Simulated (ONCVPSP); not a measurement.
# Br: generating and testing an ONCV potential

Aim: build the potential from the settings below, then test how well it stands in for the atom: other configurations, scattering, ghost states and the plane-wave cutoff that it needs.

Program: ONCVPSP 4.0.1.1 (patched build). Reference atom: PBEsol, scalar-relativistic, spherical and spin-unpolarised. All values are calculated.

## (1) Settings

Typed settings, in words:

```
element                 : bromine (Br, Z = 35)
type                    : optimised norm-conserving Vanderbilt (ONCV)
frozen core             : [Ne]
valence charge          : 25
reference configuration : 3s2 3p6 3d10 4s1.5 4p5.5
partial waves           : 3s+4s: rc 0.80 bohr, ncon 4, nbas 8, qcut 18.4 1/bohr, 2 projectors; 3p+4p: rc 0.85 bohr, ncon 4, nbas 8, qcut 13.5 1/bohr, 2 projectors; 3d: rc 0.80 bohr, ncon 3, nbas 7, qcut 21.7 1/bohr, local
local potential         : the d channel
core correction         : Teter function, fcfact 5.25, rcfact 1.05
```

## (2) The generation run

Contents of Br.dat:

```
# ATOM AND REFERENCE CONFIGURATION
# atsym  z   nc   nv     iexc    psfile
  Br 35.00    3    5  -116133      upf
#
#   n    l    f
    1    0    2.00
    2    0    2.00
    2    1    6.00
    3    0    2.00
    3    1    6.00
    3    2   10.00
    4    0    1.50
    4    1    5.50
#
# PSEUDOPOTENTIAL AND OPTIMIZATION
# lmax
    2
#
#   l,   rc,      ep,       ncon, nbas, qcut
    0    0.80    0.00    4    8   18.40
    1    0.85    0.00    4    8   13.50
    2    0.80    0.00    3    7   21.70
#
# LOCAL POTENTIAL
# lloc, lpopt,  rc(5),   dvloc0
    2    5    0.80    0.00
#
# VANDERBILT-KLEINMAN-BYLANDER PROJECTORs
# l, nproj, debl
    0    2    4.00
    1    2    3.40
    2    0    2.30
#
# MODEL CORE CHARGE
# icmod, fcfact, rcfact
    3    5.25    1.05
#
# LOG DERIVATIVE ANALYSIS
# epsh1, epsh2, depsh
  -10.00    5.00    0.04
#
# OUTPUT GRID
# rlmax, drl
    6.00    0.01
#
# TEST CONFIGURATIONS
# ncnf
    4
# nvcnf
#   n    l    f
    5
    3    0    2.00
    3    1    6.00
    3    2   10.00
    4    0    2.00
    4    1    5.00
#
    5
    3    0    2.00
    3    1    6.00
    3    2   10.00
    4    0    2.00
    4    1    4.00
#
    5
    3    0    2.00
    3    1    6.00
    3    2   10.00
    4    0    2.00
    4    1    3.00
#
    5
    3    0    2.00
    3    1    6.00
    3    2   10.00
    4    0    2.00
    4    1    2.00
#
```

The run is started by

```
$ oncvpsp.x < Br.dat > Br.out
```

Before running it: what results should come out? Wanted: cutoffs for 1 and 0.1 mHa per electron, occupied waves; bound ghosts; GHOST(+) flags; largest test error; largest phase difference near zero energy, channels read; rms error of d²Exc/dn², without and with the model core.

**Answer**, as computed:

```
                                                quantity                               value
  cutoffs for 1 and 0.1 mHa per electron, occupied waves                   175 Ha and 196 Ha
                                            bound ghosts                     s at -355.93 eV
                                          GHOST(+) flags                  none at low energy
                            largest test error (AE − PS)  -5.3 meV, for 3s2 3p6 3d10 4s2 4p2
largest phase difference near zero energy, channels read                           0.016 rad
 rms error of d²Exc/dn², without and with the model core                   2.39 and 2.07 mHa
```

**Reading.** A bound ghost (s) makes it unfit for use: electrons can fall into a state that the atom doesn't have. The worst unpolarised test, 3s2 3p6 3d10 4s2 4p2, is off by 5.3 meV on 63.2 eV; by total energies transferability rates as good. Atomic tests can pass in spite of a ghost, since they solve only for the levels asked. By its cutoff, 175 Ha for the looser tolerance, it is very hard. At the looser tolerance the 3d wave is the slowest; 3s needs 111 Ha. Near zero energy the phases of the channels with partial waves agree within 0.016 rad. These are tests on the free atom; a crystal test is still owed.
